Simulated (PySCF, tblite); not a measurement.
# C₃H₁₀SSi₂: a rotation path, then NMR shifts on frames, part 2 of 2

tblite 0.8.0 and PySCF 2.14.0. Atoms count from 0. The steps go on from the part before.

## Step 5: NMR shieldings: image 4, PBE0/pcSseg-1

What the job is given:

```
{"job": {"kind": "nmr", "xc": "PBE0", "basis": "pcSseg-1", "pop": false}, "charge": 0, "multiplicity": 1}
C     -3.338800    -0.172200     0.008400
C     -2.157600    -0.758000    -0.042400
C     -1.136200    -0.703200     1.040100
Si     0.314100     0.427400     0.535100
S      2.062000    -0.827000     0.539700
Si     3.637100     0.497100    -0.056800
H     -4.037300    -0.224100    -0.809500
H     -3.656100     0.380900     0.877600
H     -1.865300    -1.304700    -0.929800
H     -0.757700    -1.707800     1.236200
H     -1.589100    -0.335500     1.961500
H      0.150400     0.963400    -0.814700
H      0.535300     1.522400     1.479300
H      3.351100     0.991400    -1.397800
H      3.664500     1.607000     0.886000
H      4.815900    -0.348000     0.010700
```

Method: GIAO PBE0/pcSseg-1 NMR shielding, non-relativistic, gas phase.

What it wrote:

```text
coarse grid: 14336 points
cycle   1  E = -1096.8600442515  dE =  3.387e-01  |g| = 4.054e-01  |ddm| = 3.543e+00
cycle   2  E = -1096.8530240661  dE =  7.020e-03  |g| = 4.408e-01  |ddm| = 9.184e-01
cycle   3  E = -1096.9065215481  dE = -5.350e-02  |g| = 2.541e-02  |ddm| = 5.153e-01
cycle   4  E = -1096.9066546681  dE = -1.331e-04  |g| = 1.047e-02  |ddm| = 4.452e-02
cycle   5  E = -1096.9066828571  dE = -2.819e-05  |g| = 3.655e-03  |ddm| = 1.694e-02
cycle   6  E = -1096.9066863560  dE = -3.499e-06  |g| = 5.835e-04  |ddm| = 4.115e-03
final grid: 122944 points
cycle   7  E = -1096.9432629814  dE = -2.234e-05  |g| = 7.263e-03  |ddm| = 2.217e-02
cycle   8  E = -1096.9432574531  dE =  5.528e-06  |g| = 8.460e-03  |ddm| = 1.522e-02
cycle   9  E = -1096.9432763590  dE = -1.891e-05  |g| = 9.000e-04  |ddm| = 8.721e-03
cycle  10  E = -1096.9432765484  dE = -1.894e-07  |g| = 2.672e-04  |ddm| = 8.718e-04
cycle  11  E = -1096.9432765666  dE = -1.825e-08  |g| = 4.314e-05  |ddm| = 2.759e-04
cycle  12  E = -1096.9432765671  dE = -4.545e-10  |g| = 1.631e-05  |ddm| = 6.780e-05
converged SCF energy = -1096.9432765671

GIAO shielding tensors (ppm)
atom      isotropic    diamagn.    paramagn.     s11        s22        s33       span
  0 C       67.593     252.665    -185.071    -42.647     89.521    155.906    198.553
  1 C       42.724     256.668    -213.944    -81.378     47.144    162.406    243.784
  2 C      162.016     253.926     -91.910    146.889    157.366    181.792     34.903
  3 Si     371.631     881.544    -509.913    339.039    359.751    416.102     77.063
  4 S      829.584    1061.716    -232.133    765.957    838.345    884.450    118.493
  5 Si     408.772     879.698    -470.926    369.975    399.685    456.654     86.679
  6 H       26.536      28.778      -2.242     23.478     25.434     30.695      7.216
  7 H       26.462      30.770      -4.308     22.978     25.683     30.725      7.747
  8 H       25.422      32.322      -6.900     23.047     24.001     29.218      6.171
  9 H       29.660      31.910      -2.250     25.231     29.691     34.059      8.828
 10 H       29.427      32.287      -2.859     25.723     28.523     34.037      8.313
 11 H       27.160      31.919      -4.758     23.250     26.563     31.668      8.418
 12 H       26.813      31.256      -4.443     22.628     25.856     31.955      9.327
 13 H       27.123      29.255      -2.132     23.010     25.378     32.981      9.971
 14 H       27.154      28.841      -1.687     23.064     25.374     33.025      9.961
 15 H       27.047      28.429      -1.382     23.047     24.677     33.418     10.371
```

Run time: 15 s. Hardware: 1 thread of Intel Xeon 6975P-C, shared host; peak memory 0.82 GiB.

Key values: δ C1 144.2, C0 119.3, C2 24.9, Si3 -22.5, H8 6.29, H7 5.25 ppm.

## Step 6: Shielding tensors: image 6, PBE0/pcSseg-1

What the job is given:

```
{"job": {"kind": "nmr", "xc": "PBE0", "basis": "pcSseg-1", "pop": false}, "charge": 0, "multiplicity": 1}
C     -3.191500    -0.297000    -0.251000
C     -2.016000    -0.838900     0.006500
C     -1.201900    -0.551000     1.221500
Si     0.305800     0.526300     0.777900
S      1.882400    -0.846500     0.272500
Si     3.519000     0.439700    -0.235000
H     -3.738300    -0.518300    -1.152000
H     -3.658200     0.389300     0.437600
H     -1.569000    -1.524400    -0.701900
H     -0.859600    -1.490300     1.659100
H     -1.808900    -0.037000     1.967100
H      0.045400     1.363700    -0.390800
H      0.767000     1.341200     1.901700
H      3.142600     1.245400    -1.389400
H      3.779500     1.303900     0.908700
H      4.594100    -0.497100    -0.509000
```

Method: GIAO PBE0/pcSseg-1 NMR shielding, non-relativistic, gas phase.

What it wrote:

```text
coarse grid: 14336 points
cycle   1  E = -1096.8607230438  dE =  3.383e-01  |g| = 4.063e-01  |ddm| = 3.543e+00
cycle   2  E = -1096.8526885655  dE =  8.034e-03  |g| = 4.453e-01  |ddm| = 9.318e-01
cycle   3  E = -1096.9074844247  dE = -5.480e-02  |g| = 2.579e-02  |ddm| = 5.283e-01
cycle   4  E = -1096.9076223655  dE = -1.379e-04  |g| = 1.068e-02  |ddm| = 4.608e-02
cycle   5  E = -1096.9076493626  dE = -2.700e-05  |g| = 4.802e-03  |ddm| = 1.802e-02
cycle   6  E = -1096.9076549782  dE = -5.616e-06  |g| = 1.461e-03  |ddm| = 5.010e-03
final grid: 122944 points
cycle   7  E = -1096.9441286076  dE = -2.285e-05  |g| = 6.939e-03  |ddm| = 2.155e-02
cycle   8  E = -1096.9441243594  dE =  4.248e-06  |g| = 7.921e-03  |ddm| = 1.383e-02
cycle   9  E = -1096.9441406866  dE = -1.633e-05  |g| = 7.422e-04  |ddm| = 7.906e-03
cycle  10  E = -1096.9441408104  dE = -1.238e-07  |g| = 2.657e-04  |ddm| = 8.110e-04
cycle  11  E = -1096.9441408284  dE = -1.792e-08  |g| = 4.612e-05  |ddm| = 2.472e-04
cycle  12  E = -1096.9441408288  dE = -4.875e-10  |g| = 1.587e-05  |ddm| = 6.017e-05
converged SCF energy = -1096.9441408288

GIAO shielding tensors (ppm)
atom      isotropic    diamagn.    paramagn.     s11        s22        s33       span
  0 C       66.614     253.014    -186.399    -44.637     88.698    155.781    200.418
  1 C       42.926     256.746    -213.820    -82.023     46.687    164.114    246.137
  2 C      161.242     253.997     -92.754    150.744    157.562    175.421     24.676
  3 Si     366.786     881.455    -514.669    328.349    363.203    408.805     80.456
  4 S      837.086    1061.943    -224.857    779.446    851.875    879.937    100.490
  5 Si     408.030     879.766    -471.736    368.542    398.817    456.731     88.189
  6 H       26.432      29.317      -2.885     23.315     25.360     30.620      7.305
  7 H       26.391      30.830      -4.438     22.798     25.676     30.700      7.902
  8 H       25.305      32.746      -7.441     22.705     23.573     29.638      6.933
  9 H       29.648      31.505      -1.857     25.977     28.924     34.043      8.066
 10 H       29.650      31.930      -2.280     25.631     28.517     34.802      9.171
 11 H       27.106      31.711      -4.605     23.336     26.227     31.754      8.418
 12 H       26.708      30.892      -4.184     22.391     25.728     32.005      9.614
 13 H       27.128      29.320      -2.192     22.979     25.369     33.036     10.057
 14 H       27.147      28.772      -1.626     23.093     25.320     33.027      9.934
 15 H       27.018      28.566      -1.548     22.997     24.673     33.383     10.386
```

It took 15 s on 1 thread of Intel Xeon 6975P-C, shared host; peak memory 0.82 GiB.

Key values: δ C1 144.0, C0 120.3, C2 25.7, Si3 -17.6, H8 6.41, H7 5.33 ppm.

## Step 7: Shielding tensors: image 8, PBE0/pcSseg-1

What the job is given:

```
{"job": {"kind": "nmr", "xc": "PBE0", "basis": "pcSseg-1", "pop": false}, "charge": 0, "multiplicity": 1}
C     -2.979500    -0.434500    -0.476900
C     -1.886200    -0.907900     0.092200
C     -1.292800    -0.383400     1.353700
Si     0.304700     0.586400     0.999400
S      1.646800    -0.787100     0.028900
Si     3.371000     0.407900    -0.404900
H     -3.362400    -0.837300    -1.398600
H     -3.545200     0.371400    -0.037100
H     -1.333300    -1.714400    -0.370100
H     -1.063300    -1.215500     2.021500
H     -2.001400     0.269800     1.863000
H      0.064300     1.709500     0.097400
H      0.938700     1.045800     2.234200
H      2.968600     1.495000    -1.288500
H      3.890300     0.939700     0.849200
H      4.272200    -0.536500    -1.039800
```

With the program's defaults for keys left out, this is: GIAO PBE0/pcSseg-1 NMR shielding, non-relativistic, gas phase.

What it wrote:

```text
coarse grid: 14336 points
cycle   1  E = -1096.8623625402  dE =  3.408e-01  |g| = 4.059e-01  |ddm| = 3.544e+00
cycle   2  E = -1096.8534109696  dE =  8.952e-03  |g| = 4.477e-01  |ddm| = 9.397e-01
cycle   3  E = -1096.9090213438  dE = -5.561e-02  |g| = 2.667e-02  |ddm| = 5.372e-01
cycle   4  E = -1096.9091602979  dE = -1.390e-04  |g| = 1.290e-02  |ddm| = 4.773e-02
cycle   5  E = -1096.9091948272  dE = -3.453e-05  |g| = 6.858e-03  |ddm| = 1.931e-02
cycle   6  E = -1096.9092065601  dE = -1.173e-05  |g| = 1.389e-03  |ddm| = 6.002e-03
cycle   7  E = -1096.9092070968  dE = -5.367e-07  |g| = 3.310e-04  |ddm| = 1.796e-03
final grid: 122944 points
cycle   8  E = -1096.9457261022  dE = -2.194e-05  |g| = 7.387e-03  |ddm| = 2.419e-02
cycle   9  E = -1096.9457213442  dE =  4.758e-06  |g| = 8.421e-03  |ddm| = 1.554e-02
cycle  10  E = -1096.9457400722  dE = -1.873e-05  |g| = 8.099e-04  |ddm| = 8.712e-03
cycle  11  E = -1096.9457402229  dE = -1.508e-07  |g| = 2.655e-04  |ddm| = 8.322e-04
cycle  12  E = -1096.9457402409  dE = -1.795e-08  |g| = 5.014e-05  |ddm| = 2.694e-04
cycle  13  E = -1096.9457402415  dE = -6.130e-10  |g| = 1.648e-05  |ddm| = 6.814e-05
converged SCF energy = -1096.9457402415

GIAO shielding tensors (ppm)
atom      isotropic    diamagn.    paramagn.     s11        s22        s33       span
  0 C       66.323     253.177    -186.854    -44.958     87.267    156.658    201.616
  1 C       44.376     257.746    -213.370    -80.274     48.828    164.575    244.849
  2 C      162.151     253.860     -91.709    149.771    157.571    179.110     29.339
  3 Si     369.582     881.422    -511.840    330.771    366.279    411.695     80.924
  4 S      844.367    1062.349    -217.981    800.744    855.541    876.817     76.073
  5 Si     407.446     879.805    -472.359    368.624    397.216    456.499     87.875
  6 H       26.432      29.839      -3.407     23.227     25.360     30.707      7.480
  7 H       26.343      30.944      -4.601     22.742     25.634     30.652      7.910
  8 H       25.260      33.309      -8.049     22.674     23.063     30.042      7.368
  9 H       29.608      30.775      -1.166     26.311     27.644     34.869      8.557
 10 H       29.797      31.532      -1.735     25.869     28.338     35.183      9.313
 11 H       27.105      31.456      -4.351     23.067     25.982     32.267      9.200
 12 H       26.749      30.489      -3.740     22.499     25.505     32.243      9.743
 13 H       27.113      29.323      -2.211     22.919     25.393     33.028     10.109
 14 H       27.106      28.644      -1.539     23.040     25.186     33.090     10.050
 15 H       27.011      28.738      -1.728     22.960     24.705     33.367     10.407
```

Wall time 16 s (1 thread of Intel Xeon 6975P-C, shared host); peak memory 0.81 GiB.

This run: δ C1 142.5, C0 120.6, C2 24.8, Si3 -20.4, H8 6.46, H7 5.37 ppm.

## Step 8: Comparing the runs: NMR shifts

Shifts (ppm) of some atoms, chosen among heavy atoms and hydrogens apart, with basis size and wall time:

```csv
frame,C1,C0,C2,H12,H10,Si3,S4,functions,time
image 0,140.1,122.4,26.4,4.57,2.23,-26.5,-331,173,16 s
image 2,141.9,120.7,25.4,4.70,2.36,-28.4,-326,173,16 s
image 4,144.2,119.3,24.9,4.90,2.29,-22.5,-326,173,15 s
image 6,144.0,120.3,25.7,5.01,2.07,-17.6,-333,173,15 s
image 8,142.5,120.6,24.8,4.97,1.92,-20.4,-341,173,16 s
```

## Step 9: Outcome

What follows sums up all 2 parts.

```
                                        quantity                                                           value
                                         barrier                              0.052 eV (1.2 kcal/mol) at image 4
                           end to end (GFN2-xTB)                                                        0.023 eV
 ¹³C shifts against TMS (PBE0/pcSseg-1, image 0)                                          140.1, 122.4, 26.4 ppm
  ¹H shifts against TMS (PBE0/pcSseg-1, image 0)  6.09, 5.48, 5.29, 4.74, 4.68, 4.63, 4.61, 4.57, 2.23, 2.18 ppm
²⁹Si shifts against TMS (PBE0/pcSseg-1, image 0)                                                -26.5, -59.0 ppm
 ³³S shifts against CS2 (PBE0/pcSseg-1, image 0)                                                        -331 ppm
                        range of the shift of S4                                                -341 to -326 ppm
```

Along the band the dihedral turns by 119°, and the top (dihedral -119°) lies 1.2 kcal/mol above the start (GFN2-xTB, rough), so at room temperature this motion is fast. Ends this close can change order at a higher level. The top was not checked by a frequency run. Shifts at one fixed geometry are not the observed spectrum, which averages over the motion. In the first frame run (image 0): The widest tensor belongs to C1: span 236 ppm, with a paramagnetic part of -210 ppm. In ppm, S4 moves most: its shift spreads over 15 ppm, from -341 (image 8) to -326 (image 2).
